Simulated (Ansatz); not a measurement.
Task: a geometry optimisation of C2H6OSi, SMILES OC=C[SiH3], with Ansatz's Python interface. Give the script and its output. Level of theory: Hartree-Fock, cc-pVDZ basis, multiplicity 1.

The script reads `c2h6osi.xyz`:
```text
10

O    -0.93250    2.10840   -0.82220
C    -0.35900    1.22240   -0.05020
C    -0.21800   -0.05210   -0.40940
Si    0.72330   -1.31060    0.63080
H    -1.26540    1.71680   -1.67620
H    -0.02240    1.68930    0.88010
H    -0.51810   -0.43090   -1.33970
H    -0.25790   -2.41110    0.91300
H     1.11800   -0.71370    1.95660
H     1.81510   -1.86960   -0.07990
```

`opt.py`
```python
# -*- coding: utf-8 -*-
import argparse
import itertools
import warnings

import ansatz as az
from ase.data import atomic_numbers, covalent_radii
import numpy as np

parser = argparse.ArgumentParser(description="Relax the C2H6OSi molecule.")
parser.add_argument("--basis", default="cc-pVDZ", help="basis")
parser.add_argument("--xc", required=True, help="exchange-correlation functional")
args = parser.parse_args()

warnings.simplefilter("ignore", az.DeckWarning)

mol = az.Crystal.molecule_from_extxyz("c2h6osi.xyz")

calc = (
    mol.calculation()
    .basis(gaussian=args.basis)
    .functional(args.xc)
)
symbols = [site.symbol for site in mol.cartesian_sites]
start = np.array([site.position_ang for site in mol.cartesian_sites], dtype=float)
r = calc.relax(force_tolerance=0.005, max_steps=100).run().report
end = np.array(r["positions_ang"])

for key in ("converged", "free_energy_ev", "reference_energy_ev", "n_frozen", "n_occupied", "n_virtual"):
    print(f"{key:22s} {r[key]}")

radius = [covalent_radii[atomic_numbers[s]] for s in symbols]
span = lambda where, i, j: np.linalg.norm(where[i] - where[j])
bonded = [(i, j) for i, j in itertools.combinations(range(len(symbols)), 2) if min(span(start, i, j), span(end, i, j)) < 1.2 * (radius[i] + radius[j])]
print("pair        before    after (A)")
for i, j in bonded:
    print(f"{symbols[i]}{i}-{symbols[j]}{j}".ljust(10), f"{span(start, i, j):8.4f} {span(end, i, j):8.4f}")
```

```console
$ python opt.py --xc hf
converged              True
free_energy_ev         -12054.834721564317
reference_energy_ev    -12054.834721564317
n_frozen               0
n_occupied             [20, 20]
n_virtual              [70, 70]
pair        before    after (A)
O0-C1        1.3076   1.3389
O0-H4        0.9967   0.9474
C1-C2        1.3316   1.3307
C1-H5        1.0940   1.0830
C2-Si3       1.8846   1.8688
C2-H6        1.0483   1.0895
Si3-H7       1.5012   1.4894
Si3-H8       1.5066   1.4889
Si3-H9       1.4176   1.4895
```

What to keep in mind:
- The settings weren't tested for convergence.
- The end point is the stationary point reached from this start; no frequency run checks that it is a minimum, and the basis set is modest.
- The whole script took 22 s on 1 thread of Intel(R) Xeon(R) Platinum 8259CL CPU @ 2.50GHz (Skylake/Cascade Lake), with other jobs on the host, peak memory 0.24 GiB.

(A comment or docstring line of the script was reworded after the run, the code is as it ran; lines on the test bed's own set-up are left out of the output.)
